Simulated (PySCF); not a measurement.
# A gas-phase reaction: CH5GaO2 + H3P → GaH4O2P + CH4

Wanted: the reaction energy for `[CH3][Ga]([OH])[OH]` + `P` → `[OH][Ga]([OH])[PH2]` + `C`.

Programs: PySCF 2.14.0. All values are calculated, for the isolated system unless a continuum is named. Atoms count from 0, parts from 1.

### Step 1. The system as given

Each species was relaxed by itself at PBE0-D3(BJ)/def2-SVPD.

### Step 2. Energies of the species: wB97M-D3(BJ)/def2-TZVPD

The job: settings as JSON, then the geometry in Å.

```
{"job": {"kind": "react", "xc": "wB97M-D3(BJ)", "basis": "def2-TZVPD"}, "charge": 0, "multiplicity": 1}
-1 CH5GaO2 charge 0 multiplicity 1
C     -0.968460     0.288250    -1.068450
Ga     0.250860    -0.021280     0.412490
O     -0.041480     0.667780     2.037990
O      1.763330    -0.994570     0.410460
H     -0.446910     0.239230    -2.033550
H     -1.759850    -0.475350    -1.064500
H     -1.443530     1.272720    -0.963270
H      0.625940     0.427750     2.687100
H      2.019930    -1.404680    -0.418450

-1 H3P charge 0 multiplicity 1
P      0.009160    -0.002210     0.563690
H     -0.041580     1.199410    -0.206190
H     -1.009970    -0.634790    -0.211160
H      1.062630    -0.556280    -0.225240

+1 GaH4O2P charge 0 multiplicity 1
O      0.440840     1.117300     1.677440
Ga    -0.052600     0.363290     0.132430
O      0.179770     1.471520    -1.263000
P     -0.993840    -1.736080     0.065690
H      0.761280     2.019120     1.576400
H     -0.067630     1.135460    -2.127780
H     -0.053560    -2.252560     1.008900
H     -0.214180    -2.118190    -1.070110

+1 CH4 charge 0 multiplicity 1
C     -0.003030     0.000110     0.000150
H      0.367660    -0.683930     0.773490
H      0.835140     0.337350    -0.622040
H     -0.477420     0.867300     0.475870
H     -0.737540    -0.520340    -0.626770
```

With the program's defaults for keys left out, this is: wB97M-D3(BJ)/def2-TZVPD reaction energy of separated species, gas phase.

Command:

```sh
> OMP_NUM_THREADS=1 python cluster_run.py task.json out
```

This one command runs all jobs of the session in turn.

**Question.** The jobs that follow are: PBE0-D3(BJ)/def2-TZVPD reaction energy of separated species, gas phase. Predict: reaction energy (wB97M-D3(BJ)/def2-TZVPD); ΔH, ΔG at 298 K (xTB thermal terms). Thermal terms come from harmonic xTB runs on each species.

The runs gave:

| quantity | value |
| --- | --- |
| reaction energy (wB97M-D3(BJ)/def2-TZVPD) | -12.71 kcal/mol |
| ΔH, ΔG at 298 K (xTB thermal terms) | -10.7, -9.5 kcal/mol |
| range of the reaction energy over the runs of this table | -14.42 to -12.71 kcal/mol |

**Reading.** The reaction is exothermic by 10.7 kcal/mol in the gas phase; dispersion gives -0.05, and xTB itself gave -24.39 for the electronic energy (xTB energies and thermal terms come from the earlier relaxation of each species, not shown). No barrier was sought. xTB and this level differ widely in the electronic energy, so what comes from xTB (the thermal terms above all) is less safe here. The reaction energy runs from -14.42 (PBE0-D3(BJ)/def2-TZVPD) to -12.71 kcal/mol (wB97M-D3(BJ)/def2-TZVPD).
